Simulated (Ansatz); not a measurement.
Turn this script for Ansatz 0.2.0 through its Python package into the input file that the command-line program reads.

`energy_ch8bgen.py`
```python
"""Single point of CH8BGeN."""

import ansatz as az
from ase import Atoms

atoms = Atoms(["N", "B", "C", "Ge", "H", "H", "H", "H", "H", "H", "H", "H"], positions=[
    (-0.2597, 1.7653, -0.592),
    (-0.587, 0.8737, 0.5642),
    (0.3814, -0.3143, 0.8737),
    (0.518, -1.5643, -0.5997),
    (-0.2505, 2.7706, -0.232),
    (-1.1478, 1.7921, -1.2256),
    (-1.4997, 1.059, 1.2585),
    (0.1158, -0.8257, 1.7973),
    (1.4385, 0.1047, 1.0937),
    (0.9268, -0.8488, -1.8557),
    (1.4039, -2.7367, -0.2427),
    (-0.9628, -2.1308, -0.8059),
])
mol = az.Crystal.molecule_from_ase(atoms)

job = (
    mol.calculation()
    .basis(gaussian="def2-SVPD")
    .functional("hf")
)
trace = []
result = job.session().plan().execute(on_event=trace.append)
summary = result.report
for event in trace:
    if event["event"] == "mean_field_evaluation" and event["data"]["evaluation"] <= 25:
        print("pass {evaluation:3d}  E = {energy_ev:.6f} eV  gradient {gradient_ev:.1e}".format(**event["data"]))

for key in ("converged", "free_energy_ev", "reference_energy_ev", "n_frozen", "n_occupied", "n_virtual"):
    print(f"{key:22s} {summary[key]}")

field = summary["mean_field"]
print("<S^2> =", round(abs(field["state"]["spin_squared"]), 4), " all-electron relativity setting:", field["relativity"])
print("passes:", field["passes"])
if "symmetry" in field:
    print("occupied orbitals by irrep:", field["symmetry"]["occupied"])
```

Output of `python energy_ch8bgen.py`:
```text
pass   1  E = -59770.410460 eV  gradient 3.5e+01
pass   2  E = -59772.956094 eV  gradient 1.7e+01
pass   3  E = -59773.627610 eV  gradient 3.4e+00
pass   4  E = -59773.674931 eV  gradient 6.6e-01
pass   5  E = -59773.678224 eV  gradient 2.2e-01
pass   6  E = -59773.678224 eV  gradient 2.2e-01
pass   7  E = -59773.678491 eV  gradient 5.1e-02
pass   8  E = -59774.485241 eV  gradient 4.4e-01
pass   9  E = -59774.485405 eV  gradient 2.0e-01
pass  10  E = -59774.485450 eV  gradient 4.9e-05
pass  11  E = -59771.224200 eV  gradient 3.5e+01
pass  12  E = -59771.224200 eV  gradient 3.5e+01
converged              True
free_energy_ev         -59774.48545004385
reference_energy_ev    -59774.48545004385
n_frozen               0
n_occupied             [29, 29]
n_virtual              [133, 133]
<S^2> = 0.0  all-electron relativity setting: none
passes: {'evaluations': 12, 'products': 18}
occupied orbitals by irrep: [{'A': 29}, {'A': 29}]
```

`input.yaml`:
```yaml
crystal:
  periodic: [false, false, false]
  atoms:
    - { symbol: "N", position_ang: [-0.2597, 1.7653, -0.592] }
    - { symbol: B, position_ang: [-0.587, 0.8737, 0.5642] }
    - { symbol: C, position_ang: [0.3814, -0.3143, 0.8737] }
    - { symbol: Ge, position_ang: [0.518, -1.5643, -0.5997] }
    - { symbol: H, position_ang: [-0.2505, 2.7706, -0.232] }
    - { symbol: H, position_ang: [-1.1478, 1.7921, -1.2256] }
    - { symbol: H, position_ang: [-1.4997, 1.059, 1.2585] }
    - { symbol: H, position_ang: [0.1158, -0.8257, 1.7973] }
    - { symbol: H, position_ang: [1.4385, 0.1047, 1.0937] }
    - { symbol: H, position_ang: [0.9268, -0.8488, -1.8557] }
    - { symbol: H, position_ang: [1.4039, -2.7367, -0.2427] }
    - { symbol: H, position_ang: [-0.9628, -2.1308, -0.8059] }
basis:
  gaussian: { orbitals: def2-SVPD }
hamiltonian:
  xc: hf
```

Launched from the shell:
```console
$ ansatz run input.yaml --threads 1 --pin off --max-ram 4096MiB --backend cpu --events-out ev --progress --plain --runs-dir out
Engine: ansatz 0.2.0, x86_64-unknown-linux-gnu
Functional definition: HF
  exchange = exact_x
  correlation = 0
1690 factors; their error is unknown
mean field evaluation 1: about -59770.4105 eV, gradient 3.5e1 eV
mean field evaluation 2: about -59772.9561 eV, gradient 1.7e1 eV
mean field evaluation 4: about -59773.6749 eV, gradient 6.6e-1 eV
mean field evaluation 8: about -59774.4852 eV, gradient 4.4e-1 eV
mean field -59774.48545004 eV, -2196.6718236877 hartree, gradient 4.9e-5 eV, S^2 0.000000; 0 other end points of the search recorded, 0 dependent functions left out
reference -59774.48545004 eV, -2196.6718236877 hartree; 29, 29 occupied and 133, 133 virtual orbitals, 1690 factors
Total energy: -59774.48545004 eV, -2196.6718236877 hartree
```

Caveats:
- These settings explore the input space; basis and method may be short of convergence.
- The geometry is a force-field or estimated start, not a minimum of this method, and the basis set is short of its limit.
- Early passes use coarser integrals and grids, so their energies can't be compared with the last.
- Finished in 1.7 s on 1 thread of Intel(R) Xeon(R) 6975P-C (Granite Rapids), on a shared host, peak memory 0.39 GiB.

(A comment or docstring line of the script was reworded after the run, the code is as it ran; lines on the test bed's own set-up are left out of the output.)
